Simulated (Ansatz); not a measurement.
# YIn: the cost of one run

Computed with Ansatz 0.2.0 (DFT PBEsol, frozen-core PAW, scalar-relativistic unless said, unless a step's input says otherwise).

1 further run of the same task is left out (set aside as unsound or not needed).

## (1) The structure to begin with

The structure is cubic, space group Pm-3m (No. 221). The conventional cell has a = 3.810 Å, b = 3.810 Å, c = 3.810 Å, α = 90.00°, β = 90.00°, γ = 90.00°. Y (site symmetry m-3m) is surrounded by 8 In at 3.30 Å. Around In (site symmetry m-3m) lie 8 Y at 3.30 Å.

Structure file:

```cif
data_structure
_symmetry_space_group_name_H-M 'Pm-3m'
_symmetry_Int_Tables_number 221
_cell_length_a 3.8100
_cell_length_b 3.8100
_cell_length_c 3.8100
_cell_angle_alpha 90.000
_cell_angle_beta 90.000
_cell_angle_gamma 90.000
_cell_volume 55.31
loop_
_atom_site_label
_atom_site_type_symbol
_atom_site_symmetry_multiplicity
_atom_site_Wyckoff_symbol
_atom_site_fract_x
_atom_site_fract_y
_atom_site_fract_z
_atom_site_occupancy
Y1 Y 1 b 0.50000 0.50000 0.50000 1
In1 In 1 a 0.00000 0.00000 0.00000 1
```

Cartesian axes are those of the input's lattice vectors. The structure goes back to a database entry.

## (2) Cell and atoms relaxed, PAW

File input.yaml:

```yaml
crystal:
  lattice:
    - [3.81, 0.0, 0.0]
    - [0.0, 3.81, 0.0]
    - [0.0, 0.0, 3.81]
  atoms:
    - { symbol: "Y", position: [0.5, 0.5, 0.5] }
    - { symbol: In, position: [0.0, 0.0, 0.0] }
kpoints:
  mp_grid: { grid: [12, 12, 12] }
scf:
  occupations: { method: fermi_dirac, width: 0.05 }
hamiltonian:
  xc: pbesol
  pseudopotentials: { kind: paw }
relax:
  f_tol: 0.002
  max_steps: 80
  cell: {}
output:
  forces: true
  stress: true
```

Launch:

```
$ ansatz run input.yaml --threads 1 --pin off --max-ram 2048MiB --backend cpu --events-out ev --progress --plain --runs-dir out
```

Q: Estimate wall time and peak memory on 1 thread of Intel Xeon Platinum 8488C (Sapphire Rapids), shared host.

About 12 s, with a peak of 0.42 GiB.
